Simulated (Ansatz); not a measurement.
# SiAsH3+ (doublet): wave-function methods side by side, cc-pVDZ

Aim: climb from Hartree-Fock through coupled cluster for SiAsH3+ (doublet) at one geometry and basis, and see what each rung misses.

Computed with Ansatz 0.2.0, Gaussian basis. Level: cc-pVDZ, core rule «outside noble gas», up to 19 orbitals frozen.

Plan: UHF; CCSD(T) on ROHF; CCSD(T) on UHF; BCCD(T) on ROHF; CISD; CCSDT(Q) on ROHF; CCSDT(Q) on UHF.

27 further runs of the same task are left out: 12 that didn't finish, 15 set aside as unsound or not needed.

## (1) The system

The geometry is a PBE0/def2-TZVP stationary point (not a proven minimum) of the parent state, kept for this charge and spin. No spin-orbit coupling is included. The filled d shell of As may be among the frozen orbitals whatever the setting's name suggests; the logs give the count.

5 atoms, charge 1, spin multiplicity 2.

Atoms are counted from 1 here; the program's logs count them from 0.

Bond lengths: Si1–As2 2.344 Å, Si1–H3 1.496 Å, As2–H4 1.522 Å, As2–H5 1.522 Å. Angles: As2–Si1–H3 114.4°, Si1–As2–H4 97.3°, Si1–As2–H5 97.3°, H4–As2–H5 92.9°.

Geometry (Å):

```xyz
5

Si    0.0000    0.1393    1.6931
As    0.0000   -0.0620   -0.6424
H     0.0000   -1.1652    2.4253
H     1.1026    0.9477   -0.9245
H    -1.1026    0.9477   -0.9245
```

## (2) UHF

in.yaml reads:

```yaml
crystal:
  periodic: [false, false, false]
  atoms:
    - {symbol: Si, position_ang: [0.000000, 0.139300, 1.693106]}
    - {symbol: As, position_ang: [0.000000, -0.062043, -0.642439]}
    - {symbol: H, position_ang: [0.000000, -1.165176, 2.425283]}
    - {symbol: H, position_ang: [1.102624, 0.947723, -0.924517]}
    - {symbol: H, position_ang: [-1.102625, 0.947723, -0.924517]}
basis:
  gaussian: {orbitals: cc-pVDZ}
total_charge: 1
magnetization: {spin_polarized: true, initial_magnetization: 1}
hamiltonian: {xc: hf}
output: {orbitals: {seedname: orbitals}}
```

The run is started by

```sh
> ansatz run in.yaml --threads 1 --pin off --events-out ev --progress --plain --max-ram 2393MiB
```

The runs that follow: CCSD(T) on ROHF; CCSD(T) on UHF; BCCD(T) on ROHF; CISD; CCSDT(Q) on ROHF; CCSDT(Q) on UHF.

**Question.** What will the summary of the whole plan be? Wanted: UCCSDT(Q) below the RHF energy; RMP2 from UCCSDT(Q); UMP2 from UCCSDT(Q); RCCSD from UCCSDT(Q); RCCSD(T) from UCCSDT(Q); UCCSD(T) from UCCSDT(Q); RCCSDT(Q) from UCCSDT(Q); T1 diagnostic.

**Answer**, as computed:

| quantity | value |
| --- | --- |
| UCCSDT(Q) below the RHF energy | -6.1107 eV |
| RMP2 from UCCSDT(Q) | +1362.1 meV |
| UMP2 from UCCSDT(Q) | +1350.9 meV |
| RCCSD from UCCSDT(Q) | +240.5 meV |
| RCCSD(T) from UCCSDT(Q) | +50.0 meV |
| UCCSD(T) from UCCSDT(Q) | +48.9 meV |
| RCCSDT(Q) from UCCSDT(Q) | +1.8 meV |
| levels within 1 kcal/mol (43 meV) | RCCSDT, UCCSDT, RCCSDT(Q) |
| T1 diagnostic | 0.041 |

RCCSD(T) lands +50.0 meV from the yardstick (0.8 % of the correlation energy). These misses are within one basis, not against nature; the frozen cores of restricted and unrestricted runs differ, which can shift their rows.
